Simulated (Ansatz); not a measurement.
**CH₆BFOSi: a ladder of functionals and wavefunction methods**

Aim: compute CH₆BFOSi with functionals from several rungs and with coupled cluster, and see how far each lands from CCSD(T) at the basis-set limit for the atomisation energy.

Computed with Ansatz 0.2.0, Gaussian basis. Level: functionals in def2-TZVPP, the program's frozen cores in correlated methods.

The runs, in order: LDA (SPW92), PBE-D4, revPBE-D4, BLYP-D4, r2SCAN-D4, B97M-V, PBE0-D4, B3LYP-D4, r2SCANh-D4, r2SCAN0-D4, HSE06-D4, BHLYP-D4, CAM-B3LYP-D4, LC-ωPBE, ωB97X-V, ωB97M-V, B2PLYP, PBE-QIDH; CCSD(T)/def2-SVP; CCSD(T)/def2-TZVPP; MP2/def2-QZVPP; extrapolation to the limit; RPA on PBE.

**1. The geometry**

All runs share one geometry, relaxed beforehand with PBE0-D4 in a triple-zeta def2 set.

SMILES `B[SiH2]C(O)F`, 11 atoms, charge 0, spin multiplicity 1.

Atoms are counted from 1 here; the program's logs count them from 0.

Bond lengths: B1–Si2 2.007 Å, B1–H6 1.196 Å, B1–H7 1.193 Å, Si2–C3 1.915 Å, Si2–H8 1.490 Å, Si2–H9 1.493 Å, C3–O4 1.380 Å, C3–F5 1.399 Å, C3–H10 1.098 Å, O4–H11 0.963 Å. Angles: Si2–B1–H6 120.1°, Si2–B1–H7 121.8°, H6–B1–H7 118.0°, B1–Si2–C3 112.2°, B1–Si2–H8 113.1°, B1–Si2–H9 108.5°, C3–Si2–H8 107.7°, C3–Si2–H9 107.2°, H8–Si2–H9 107.9°, Si2–C3–O4 108.3°, Si2–C3–F5 108.6°, Si2–C3–H10 113.5°, O4–C3–F5 109.8°, O4–C3–H10 111.6°, F5–C3–H10 104.9°, C3–O4–H11 109.7°.

**2. LDA**

This LDA is Slater exchange with PW92 correlation.

in.yaml reads:

```yaml
crystal:
  periodic: [false, false, false]
  atoms:
    - {symbol: B, position_ang: [-0.688074, 1.112985, 1.534748]}
    - {symbol: Si, position_ang: [-0.859825, 0.302635, -0.293739]}
    - {symbol: C, position_ang: [0.741231, -0.595641, -0.840314]}
    - {symbol: O, position_ang: [1.027890, -1.573285, 0.089895]}
    - {symbol: F, position_ang: [1.782497, 0.337193, -0.883285]}
    - {symbol: H, position_ang: [-1.661221, 1.492735, 2.116864]}
    - {symbol: H, position_ang: [0.373488, 1.264936, 2.058542]}
    - {symbol: H, position_ang: [-1.983986, -0.669259, -0.399966]}
    - {symbol: H, position_ang: [-1.107892, 1.398962, -1.276169]}
    - {symbol: H, position_ang: [0.688065, -1.007058, -1.857295]}
    - {symbol: H, position_ang: [1.753226, -2.121204, -0.228581]}
basis:
  gaussian: {orbitals: def2-TZVPP}
hamiltonian: {xc: lda}
output: {orbitals: {seedname: orbitals}}
```

The runs that follow: PBE-D4 (GGA); revPBE-D4 (GGA); BLYP-D4 (GGA); r2SCAN-D4 (meta-GGA); B97M-V (meta-GGA); PBE0-D4 (hybrid); B3LYP-D4 (hybrid); r2SCANh-D4 (hybrid); r2SCAN0-D4 (hybrid); HSE06-D4 (hybrid); BHLYP-D4 (hybrid); CAM-B3LYP-D4 (range-separated); LC-ωPBE (range-separated); ωB97X-V (range-separated); ωB97M-V (range-separated); B2PLYP (double hybrid); PBE-QIDH (double hybrid); CCSD(T) in def2-SVP; CCSD(T) in def2-TZVPP; MP2 in def2-QZVPP; RPA on PBE orbitals.

**Question.** What will the summary of the whole plan be? Wanted: atomisation energy, CCSD(T)/CBS; farthest beyond LDA; mean size of error, GGA; mean size of error, meta-GGA; mean size of error, hybrid; mean size of error, range-separated; mean size of error, double hybrid; gap, smallest and largest; T1 diagnostic.

The runs gave:

| quantity | value |
| --- | --- |
| atomisation energy, CCSD(T)/CBS | 3752.2 kJ/mol |
| functionals within 18.8 kJ/mol (0.5 %) | BLYP-D4, B97M-V, PBE0-D4, B3LYP-D4, r2SCANh-D4, HSE06-D4, LC-ωPBE, ωB97M-V |
| farthest beyond LDA | BHLYP-D4 (-105.8 kJ/mol) |
| mean size of error, GGA | 32.5 kJ/mol |
| mean size of error, meta-GGA | 14.0 kJ/mol |
| mean size of error, hybrid | 28.5 kJ/mol |
| mean size of error, range-separated | 19.5 kJ/mol |
| mean size of error, double hybrid | 35.7 kJ/mol |
| gap, smallest and largest | 3.15 eV (LDA (SPW92)), 10.86 eV (LC-ωPBE) |
| T1 diagnostic | 0.0125 |
| triples share of the correlation energy | 3.3 % |

LDA overbinds by 568.0 kJ/mol (15 %). PBE-D4 misses by +69.2 kJ/mol. Double hybrids carry the basis error of their MP2 part in triple zeta, and no dispersion term here, so their miss is partly the set-up's. By mean error the best rung here is meta-GGA (14.0 kJ/mol) and the worst beyond LDA is double hybrid (35.7 kJ/mol). The gap between the best rungs is small, so their order is not settled. Misses under about 18.8 kJ/mol are within the doubt on the reference itself, which lacks core-valence correlation, relativity and higher excitations. Hartree-Fock recovers 73 % of the binding; the rest is correlation. CCSD(T) in def2-SVP is off by -215.1 kJ/mol, so the small basis spoils what the method gains. Orbital gaps span 3.1 to 10.9 eV; exact exchange widens them.
